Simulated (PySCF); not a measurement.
**GeS at other levels of theory**

What do other methods print for GeS?

Method: method and basis as typed in the scripts; program: PySCF 2.14.0.

1 further run of the same task is left out (it didn't finish).

### 1 Starting geometry

GeS: 2 atoms, charge 0, spin multiplicity 1.

Bond lengths: Ge1–S2 2.145 Å.

### 2 Base script

Contents of input.py:

```python
from pyscf import gto, dft

mol = gto.M(
    atom='Ge 0 0 0; S 0 0 2.145',
    basis='6-31g*',
    charge=0,
    spin=0,
    verbose=3,
)
mf = dft.RKS(mol, xc='b3lyp5')
mf.kernel()
g = mf.nuc_grad_method()
g.grid_response = True
g.kernel()
mf.dip_moment()
print('orbital energies (hartree):', mf.mo_energy[..., max(0, mol.nelec[1]-3):mol.nelec[0]+3].round(4))
```

Command:

```console
OMP_NUM_THREADS=1 python input.py
```

### 3 ROKS

Run 1 changes SCF type: RKS → ROKS.

input.py, as its differences from that of step 2:

```diff
@@ -9,3 +9,3 @@
 )
-mf = dft.RKS(mol, xc='b3lyp5')
+mf = dft.ROKS(mol, xc='b3lyp5')
 mf.kernel()
```

### 4 Slater,

Run 2 changes functional: b3lyp5 → slater,.

input.py, as its differences from that of step 2:

```diff
@@ -9,3 +9,3 @@
 )
-mf = dft.RKS(mol, xc='b3lyp5')
+mf = dft.RKS(mol, xc='slater,')
 mf.kernel()
```

### 5 Wb97

Run 3 changes functional: b3lyp5 → wb97.

input.py, as its differences from that of step 2:

```diff
@@ -9,3 +9,3 @@
 )
-mf = dft.RKS(mol, xc='b3lyp5')
+mf = dft.RKS(mol, xc='wb97')
 mf.kernel()
```

### 6 Wb97x

Run 4 changes functional: b3lyp5 → wb97x.

input.py, as its differences from that of step 2:

```diff
@@ -9,3 +9,3 @@
 )
-mf = dft.RKS(mol, xc='b3lyp5')
+mf = dft.RKS(mol, xc='wb97x')
 mf.kernel()
```

### 7 Polarisability

Run 5 changes step after the SCF: gradient → polarizability.

input.py, as its differences from that of step 2:

```diff
@@ -1,2 +1,3 @@
 from pyscf import gto, dft
+from pyscf.prop.polarizability import rhf as pol
 
@@ -11,5 +12,4 @@
 mf.kernel()
-g = mf.nuc_grad_method()
-g.grid_response = True
-g.kernel()
+print('polarizability (a.u.)')
+print(pol.Polarizability(mf).polarizability().round(4))
 mf.dip_moment()
```

Q: Predict the outcome of this session. Wanted: for each run, E(SCF); from base; gap; SCF dipole; after the SCF.

**Answer**, as computed:

| run | E(SCF) (hartree) | from base (eV) | gap (eV) | SCF dipole (D) | after the SCF |
| --- | --- | --- | --- | --- | --- |
| base | -2474.795406 | 0 | 4.48 | 2.61 | n/a |
| ROKS | -2474.795406 | 0.0000 | n/a | 2.61 | n/a |
| slater, (poor choice) | -2466.298874 | not comparable | 3.17 | 2.04 | n/a |
| wb97 | -2475.049541 | not comparable | 9.30 | 3.28 | n/a |
| wb97x | -2474.949876 | not comparable | 8.97 | 3.15 | n/a |
| polarisability | -2474.795406 | 0.0000 | 4.48 | 2.61 | mean α 42.9 bohr³ |

**Reading.** No change of the SCF energy comes from ROKS. Total energies of different functionals can't be compared with each other; differences within one functional can. Rows marked «poor choice» come from settings spoiled on purpose.
